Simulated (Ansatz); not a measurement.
# FGeH6N: the cost of one run

Program: Ansatz 0.2.0. Level of theory: RHF/def2-SVP. These are calculated values, not measurements.

1 further run of the same task is left out (it didn't finish).

### 1 The system as given

Bond lengths: Ge1–H3 1.550 Å, Ge1–F4 1.679 Å, Ge1–H5 1.549 Å, Ge1–N6 2.210 Å, N6–H7 1.060 Å, N6–H8 1.060 Å. Angles: H3–Ge1–F4 109.5°, H3–Ge1–H5 109.5°, H3–Ge1–N6 178.9°, F4–Ge1–H5 109.5°, F4–Ge1–N6 69.8°, H5–Ge1–N6 70.1°, Ge1–N6–H7 120.0°, Ge1–N6–H8 120.0°, H7–N6–H8 120.0°.

Coordinates:

```xyz
9

Ge    0.0000    0.0000    0.0000
H     0.0000    0.0000    1.9000
H     1.4616    0.0000   -0.5162
F    -0.7913    1.3709   -0.5594
H    -0.7300   -1.2648   -0.5162
N    -2.0972    0.0067    0.6969
H    -2.8191   -0.5988    0.2111
H    -2.3813    0.6154    1.5169
H    -1.0245    0.0033    1.8310
```

### 2 Pulling towards end A

Springs on the bonds that form and break draw the guess towards this end; the thresholds are loose.

File input.yaml:

```yaml
crystal:
  periodic: [false, false, false]
  atoms:
    - { symbol: Ge, position_ang: [0.0, 0.0, 0.0] }
    - { symbol: H, position_ang: [0.0, 0.0, 1.9] }
    - { symbol: H, position_ang: [1.4616, 0.0, -0.5162] }
    - { symbol: F, position_ang: [-0.7913, 1.3709, -0.5594] }
    - { symbol: H, position_ang: [-0.73, -1.2648, -0.5162] }
    - { symbol: "N", position_ang: [-2.0972, 0.0067, 0.6969] }
    - { symbol: H, position_ang: [-2.8191, -0.5988, 0.2111] }
    - { symbol: H, position_ang: [-2.3813, 0.6154, 1.5169] }
    - { symbol: H, position_ang: [-1.0245, 0.0033, 1.831] }
basis:
  gaussian: { orbitals: def2-SVP }
hamiltonian:
  xc: hf
relax:
  f_tol: 0.15
  max_steps: 25
  restrain:
    - { distance: [0, 5], at: 3.11, k: 30.0 }
    - { distance: [8, 1], at: 1.86, k: 30.0 }
    - { distance: [0, 1], at: 1.55, k: 30.0 }
    - { distance: [8, 5], at: 1.06, k: 30.0 }
```

Launch:

```bash
> ansatz run input.yaml --threads 1 --pin off --max-ram 2048MiB --backend cpu --events-out ev --progress --plain --runs-dir out
```

What time and memory should one allow on 1 thread of Arm Neoverse V2, shared host?

About 18 s, with a peak of 0.17 GiB.
